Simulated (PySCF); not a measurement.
# CH3NSn: the cost of one run

Programs: PySCF 2.14.0, with routines of our own; each step states its level. All values are computed. Atoms count from 0.

## 1. The system as given

6 atoms, charge 0, multiplicity 1; geometry from: GFN2-xTB.

## 2. NMR shieldings: PBE0/pcSseg-1 Sn:us-x2c-TZVPall-2c, spin–orbit

What the job is given:

```
{"job": {"kind": "hnmr", "xc": "PBE0", "basis": {"default": "pcSseg-1", "Sn": "us-x2c-TZVPall-2c"}, "rel": "so"}, "charge": 0, "multiplicity": 1}
N      2.584333    -0.021015     0.054844
C      1.442351    -0.011775     0.029145
Sn    -0.642797     0.005760    -0.017970
H     -1.119826    -1.346368    -0.842368
H     -1.098035     1.391600    -0.796660
H     -1.162904    -0.016212     1.551435
```

Level: PBE0/pcSseg-1 Sn:us-x2c-TZVPall-2c GIAO NMR shielding, X2C with spin-orbit coupling, screened-nuclear two-electron part, Gaussian nuclei, gas phase.

Run with:

```bash
> OMP_NUM_THREADS=1 python heavy_run.py task.json out
```

The driver reads the jobs from task.json and runs them one after another.

Q: Estimate the wall time and peak memory of this first job on 1 thread of Intel Xeon 6975P-C, shared host.

About 25 s, with a peak of 0.89 GiB.
